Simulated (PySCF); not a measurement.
# One shape, several levels: BHOF2 (SMILES OB(F)F)

We compute a comparison of 5 runs (HF/STO-3G, HF/3-21G, HF/def2-SVP, PBE0/6-31G, B3LYP/6-31G*) of BHOF2. Input form: a Python script.

The results are computed with PySCF 2.14.0.

## (1) The system as given

BHOF2: 5 atoms, total charge 0, spin state singlet. SMILES: `OB(F)F`. Geometry: relaxed at PBE0-D4/def2-TZVP.

Bond lengths: O1–B2 1.345 Å, B2–F3 1.317 Å, B2–F4 1.327 Å, O1–H5 0.960 Å. Angles: O1–B2–F3 119.5°, O1–B2–F4 122.2°, F3–B2–F4 118.3°, B2–O1–H5 113.5°.

## (2) Energy and forces at HF/STO-3G (run 1)

calc.py reads:

```python
import pyscf.grad
from pyscf import gto

molecule = gto.M(
    atom='''
O      0.073000     1.891143     0.329398
B      0.199857    -0.647156     0.259289
F      1.381446    -1.864933     2.080022
F     -0.830591    -1.987860    -1.593663
H     -0.823713     2.608805    -1.075027
''',
    spin=0,
    verbose=4,
    max_memory=1860,
    basis='sto-3g',
    unit='bohr',
)

hf = molecule.RHF()
hf.conv_tol = 1e-10
hf.kernel()
if not hf.converged:
    hf = hf.newton().run(hf.mo_coeff, hf.mo_occ)

e_tot = hf.e_tot
print('E = %.10f Eh' % e_tot)
grad = hf.Gradients().kernel()
hf.analyze()
```

The run is started by

```bash
$ OMP_NUM_THREADS=1 python calc.py
```

The program printed:

```text
PySCF version 2.14.0

[INPUT] num. atoms = 5
[INPUT] num. electrons = 32
[INPUT] charge = 0
[INPUT] spin (= nelec alpha-beta = 2S) = 0
[INPUT] symmetry False subgroup None
[INPUT] Mole.unit = bohr
[INPUT] Symbol           X                Y                Z      unit          X                Y                Z       unit  Magmom
[INPUT]  1 O      0.038629936397   1.000749778191   0.174309914923 AA    0.073000000000   1.891143000000   0.329398000000 Bohr   0.0
[INPUT]  2 B      0.105759769843  -0.342460207110   0.137209829842 AA    0.199857000000  -0.647156000000   0.259289000000 Bohr   0.0
[INPUT]  3 F      0.731029741317  -0.986880043493   1.100700240612 AA    1.381446000000  -1.864933000000   2.080022000000 Bohr   0.0
[INPUT]  4 F     -0.439529828795  -1.051930210499  -0.843330141486 AA   -0.830591000000  -1.987860000000  -1.593663000000 Bohr   0.0
[INPUT]  5 H     -0.435890147939   1.380520153734  -0.568879789524 AA   -0.823713000000   2.608805000000  -1.075027000000 Bohr   0.0

[... 58 lines left out ...]
Total Energy =                        -295.036703238916516
[... 1 line left out ...]
One-electron Energy =                 -637.988449613451849
[... 1 line left out ...]
Two-electron Coulomb Energy =          263.474367209214904
[... 3 lines left out ...]
MO #1   energy= -25.938074413599   occ= 2
[... 1 line left out ...]
MO #3   energy= -20.2834697149262  occ= 2
[... 1 line left out ...]
MO #5   energy= -1.52366490346114  occ= 2
[... 1 line left out ...]
MO #7   energy= -1.30932068045014  occ= 2
[... 1 line left out ...]
MO #9   energy= -0.635451191507052 occ= 2
[... 1 line left out ...]
MO #11  energy= -0.576602107880887 occ= 2
MO #12  energy= -0.49917165936977  occ= 2
MO #13  energy= -0.46272474060235  occ= 2
MO #14  energy= -0.461664760092417 occ= 2
MO #15  energy= -0.43340827819661  occ= 2
MO #16  energy= -0.415114429694637 occ= 2
MO #17  energy= 0.363542395359965  occ= 0
MO #18  energy= 0.565980853563526  occ= 0
MO #19  energy= 0.672250856963519  occ= 0
MO #20  energy= 0.826329570128575  occ= 0
MO #21  energy= 0.912090195706808  occ= 0
 ** Mulliken pop on meta-lowdin orthogonal AOs  **
 ** Mulliken pop  **
pop of  0 O 1s            1.99988
pop of  0 O 2s            1.61060
pop of  0 O 2px           1.67507
pop of  0 O 2py           1.41656
pop of  0 O 2pz           1.52044
pop of  1 B 1s            1.99964
pop of  1 B 2s            0.78778
pop of  1 B 2px           0.57045
pop of  1 B 2py           0.71018
pop of  1 B 2pz           0.63180
pop of  2 F 1s            1.99994
pop of  2 F 2s            1.82343
pop of  2 F 2px           1.76965
pop of  2 F 2py           1.82933
pop of  2 F 2pz           1.69093
pop of  3 F 1s            1.99994
pop of  3 F 2s            1.82871
pop of  3 F 2px           1.79806
pop of  3 F 2py           1.81513
pop of  3 F 2pz           1.68807
pop of  4 H 1s            0.83440
 ** Mulliken atomic charges  **
charge of    0O =     -0.22255
charge of    1B =      0.30015
charge of    2F =     -0.11328
charge of    3F =     -0.12991
charge of    4H =      0.16560
Dipole moment(X, Y, Z, Debye): -0.74684,  0.76284, -1.15144
```

Run time: 0.78 s. Hardware: 1 thread of Arm Neoverse V2, shared host; peak memory 0.12 GiB.

## (3) Energy and gradient at HF/3-21G (run 2)

job.py reads:

```python
import pyscf.grad
from pyscf import gto

mol = gto.M(
    atom='''
O      0.073000     1.891143     0.329398
B      0.199857    -0.647156     0.259289
F      1.381446    -1.864933     2.080022
F     -0.830591    -1.987860    -1.593663
H     -0.823713     2.608805    -1.075027
''',
    basis='3-21g',
    unit='bohr',
    verbose=4,
    max_memory=1860,
)

mf = mol.RHF()
mf.conv_tol = 1e-10
mf.kernel()
if not mf.converged:
    mf = mf.newton().run(mf.mo_coeff, mf.mo_occ)

e_final = mf.e_tot
print(f'total energy: {e_final:.8f} hartree')
grad = mf.Gradients().kernel()
mf.analyze()
```

The run is started by

```bash
$ OMP_NUM_THREADS=1 python job.py
```

The program printed:

```text
PySCF version 2.14.0

[INPUT] num. atoms = 5
[INPUT] num. electrons = 32
[INPUT] charge = 0
[INPUT] spin (= nelec alpha-beta = 2S) = 0
[INPUT] symmetry False subgroup None
[INPUT] Mole.unit = bohr
[INPUT] Symbol           X                Y                Z      unit          X                Y                Z       unit  Magmom
[INPUT]  1 O      0.038629936397   1.000749778191   0.174309914923 AA    0.073000000000   1.891143000000   0.329398000000 Bohr   0.0
[INPUT]  2 B      0.105759769843  -0.342460207110   0.137209829842 AA    0.199857000000  -0.647156000000   0.259289000000 Bohr   0.0
[INPUT]  3 F      0.731029741317  -0.986880043493   1.100700240612 AA    1.381446000000  -1.864933000000   2.080022000000 Bohr   0.0
[INPUT]  4 F     -0.439529828795  -1.051930210499  -0.843330141486 AA   -0.830591000000  -1.987860000000  -1.593663000000 Bohr   0.0
[INPUT]  5 H     -0.435890147939   1.380520153734  -0.568879789524 AA   -0.823713000000   2.608805000000  -1.075027000000 Bohr   0.0

[... 47 lines left out ...]
total energy: -297.58040457 hartree
[... 15 lines left out ...]
Two-electron Energy =                  227.551079862305983
[... 5 lines left out ...]
MO #2   energy= -26.1818229255272  occ= 2
[... 3 lines left out ...]
MO #6   energy= -1.60361473126602  occ= 2
[... 3 lines left out ...]
MO #10  energy= -0.74389376455342  occ= 2
[... 3 lines left out ...]
MO #14  energy= -0.629972177043171 occ= 2
[... 3 lines left out ...]
MO #18  energy= 0.236875311056917  occ= 0
[... 3 lines left out ...]
MO #22  energy= 0.580156359458927  occ= 0
[... 3 lines left out ...]
MO #26  energy= 1.26002977205441   occ= 0
[... 3 lines left out ...]
MO #30  energy= 2.1967921977659    occ= 0
[... 3 lines left out ...]
MO #34  energy= 2.43692761758788   occ= 0
[... 3 lines left out ...]
MO #38  energy= 4.0864081130805    occ= 0
[... 7 lines left out ...]
pop of  0 O 2pz           1.62993
pop of  0 O 3px           0.00142
pop of  0 O 3py           0.00160
pop of  0 O 3pz           0.00112
pop of  1 B 1s            1.99933
pop of  1 B 2s            0.58654
pop of  1 B 3s            0.01313
pop of  1 B 2px           0.47074
pop of  1 B 2py           0.59337
pop of  1 B 2pz           0.50644
pop of  1 B 3px           0.01003
pop of  1 B 3py           0.03744
pop of  1 B 3pz           0.02749
pop of  2 F 1s            1.99984
pop of  2 F 2s            1.77044
pop of  2 F 3s            0.00230
pop of  2 F 2px           1.83857
pop of  2 F 2py           1.87547
pop of  2 F 2pz           1.80199
pop of  2 F 3px           0.00053
pop of  2 F 3py           0.00060
pop of  2 F 3pz           0.00057
pop of  3 F 1s            1.99985
pop of  3 F 2s            1.77684
pop of  3 F 3s            0.00230
pop of  3 F 2px           1.85604
pop of  3 F 2py           1.86372
pop of  3 F 2pz           1.80584
pop of  3 F 3px           0.00052
pop of  3 F 3py           0.00072
pop of  3 F 3pz           0.00057
pop of  4 H 1s            0.65623
pop of  4 H 2s            0.01180
 ** Mulliken atomic charges  **
charge of    0O =     -0.49073
charge of    1B =      0.75549
charge of    2F =     -0.29032
charge of    3F =     -0.30640
charge of    4H =      0.33197
Dipole moment(X, Y, Z, Debye): -1.12352,  1.41261, -1.70295
```

Wall time 0.82 s (1 thread of Arm Neoverse V2, shared host); peak memory 0.12 GiB.

Runs 3 to 4 aren't shown in full; the table further down has their settings and results.

## (4) Energy and gradient at B3LYP/6-31G(d) (Cartesian functions) (run 5)

job.py reads:

```python
import pyscf.grad
from pyscf import gto, dft

mol = gto.M(
    atom='''
O        0.038630       1.000750       0.174310
B        0.105760      -0.342460       0.137210
F        0.731030      -0.986880       1.100700
F       -0.439530      -1.051930      -0.843330
H       -0.435890       1.380520      -0.568880
''',
    basis='6-31g*',
    max_memory=1860,
    cart=True,
    charge=0,
    verbose=3,
)

mf = dft.RKS(mol, xc='b3lyp')
mf.grids.level = 5
mf.conv_tol = 1e-10
mf.kernel()
if not mf.converged:
    mf = mf.newton().run(mf.mo_coeff, mf.mo_occ)

energy = mf.e_tot
print('E = %.10f Eh' % energy)
grad = mf.Gradients().kernel()
dip = mf.dip_moment()
pop, q = mf.mulliken_pop()
```

The run is started by

```bash
$ OMP_NUM_THREADS=1 python job.py
```

The program printed:

```text
converged SCF energy = -300.528310726618
E = -300.5283107266 Eh
--------------- RKS gradients ---------------
         x                y                z
0 O    -0.0035163160    -0.0041232348    -0.0062754550
1 B     0.0002865943     0.0004660486     0.0005289411
2 F    -0.0031987613     0.0028053301    -0.0049776751
3 F     0.0028062570     0.0027639011     0.0049577330
4 H     0.0036101817    -0.0019054171     0.0057642267
----------------------------------------------
Dipole moment(X, Y, Z, Debye): -0.89114,  1.19903, -1.34207
 ** Mulliken pop  **
pop of  0  O 1s           1.99224
pop of  0  O 2s           0.90055
pop of  0  O 3s           0.87843
pop of  0  O 2px          1.02138
pop of  0  O 2py          0.96763
pop of  0  O 2pz          0.98026
pop of  0  O 3px          0.67795
pop of  0  O 3py          0.48488
pop of  0  O 3pz          0.60252
pop of  0  O 3dxx        -0.00088
pop of  0  O 3dxy         0.00337
pop of  0  O 3dxz         0.00608
pop of  0  O 3dyy         0.00965
pop of  0  O 3dyz         0.00492
pop of  0  O 3dzz         0.01021
pop of  1  B 1s           1.99200
pop of  1  B 2s           0.49555
pop of  1  B 3s           0.07670
pop of  1  B 2px          0.35269
pop of  1  B 2py          0.56758
pop of  1  B 2pz          0.44822
pop of  1  B 3px          0.13630
pop of  1  B 3py          0.08832
pop of  1  B 3pz          0.09400
pop of  1  B 3dxx        -0.01208
pop of  1  B 3dxy         0.03952
pop of  1  B 3dxz         0.02685
pop of  1  B 3dyy         0.04027
pop of  1  B 3dyz         0.06022
pop of  1  B 3dzz         0.01725
pop of  2  F 1s           1.99294
pop of  2  F 2s           0.95813
pop of  2  F 3s           0.87472
pop of  2  F 2px          1.10742
pop of  2  F 2py          1.14263
pop of  2  F 2pz          1.08889
pop of  2  F 3px          0.68018
pop of  2  F 3py          0.67071
pop of  2  F 3pz          0.62877
pop of  2  F 3dxx         0.02119
pop of  2  F 3dxy         0.00182
pop of  2  F 3dxz         0.00304
pop of  2  F 3dyy         0.01964
pop of  2  F 3dyz         0.00300
pop of  2  F 3dzz         0.02728
pop of  3  F 1s           1.99297
pop of  3  F 2s           0.95539
pop of  3  F 3s           0.88316
pop of  3  F 2px          1.11594
pop of  3  F 2py          1.13396
pop of  3  F 2pz          1.08712
pop of  3  F 3px          0.69463
pop of  3  F 3py          0.66866
pop of  3  F 3pz          0.63371
pop of  3  F 3dxx         0.01876
pop of  3  F 3dxy         0.00189
pop of  3  F 3dxz         0.00269
pop of  3  F 3dyy         0.02066
pop of  3  F 3dyz         0.00322
pop of  3  F 3dzz         0.02629
pop of  4  H 1s           0.47246
pop of  4  H 2s           0.10559
 ** Mulliken atomic charges  **
charge of    0O =     -0.53917
charge of    1B =      0.57663
charge of    2F =     -0.22036
charge of    3F =     -0.23905
charge of    4H =      0.42195
```

Run time: 10 s. Hardware: 1 thread of Arm Neoverse V2, shared host; peak memory 0.62 GiB.

## (5) The series

| run | level | integration grid | Cartesian functions | energy (Eh) | dipole moment (D) | HOMO energy (eV) | LUMO energy (eV) | wall time |
| --- | --- | --- | --- | --- | --- | --- | --- | --- |
| 1 | HF/STO-3G | – | no | -295.036703 | 1.57 | -11.30 | 9.89 | 0.78 s |
| 2 | HF/3-21G | – | no | -297.580405 | 2.48 | -15.03 | 5.94 | 0.82 s |
| 3 | HF/def2-SVP | – | no | -298.960214 | 2.21 | -15.30 | 4.39 | 1.6 s |
| 4 | PBE0/6-31G | 5 | no | -300.139222 | 2.45 | -10.63 | 1.30 | 6.3 s |
| 5 | B3LYP/6-31G* (Cartesian functions) | 5 | yes | -300.528311 | 2.01 | -9.89 | 1.55 | 10 s |

## (6) Summary of results

```
                       quantity          value
            run 5: total energy  -300.52831 Eh
           run 5: dipole moment         2.01 D
             run 5: HOMO energy       -9.89 eV
             run 5: LUMO energy        1.55 eV
           run 5: HOMO–LUMO gap       11.44 eV
run 5: largest force on an atom     0.426 eV/Å
```

The dipole moment (its size) runs from 1.57 D (HF/STO-3G) to 2.48 D (HF/3-21G). The HOMO–LUMO gap runs from 11.44 eV (B3LYP/6-31G*) to 21.19 eV (HF/STO-3G). The two ends differ in method and basis. Totals of different functionals can't be ranked against each other. In run 1 the basis is minimal, so the values are rough. All runs together took 20 s, the longest 10 s.
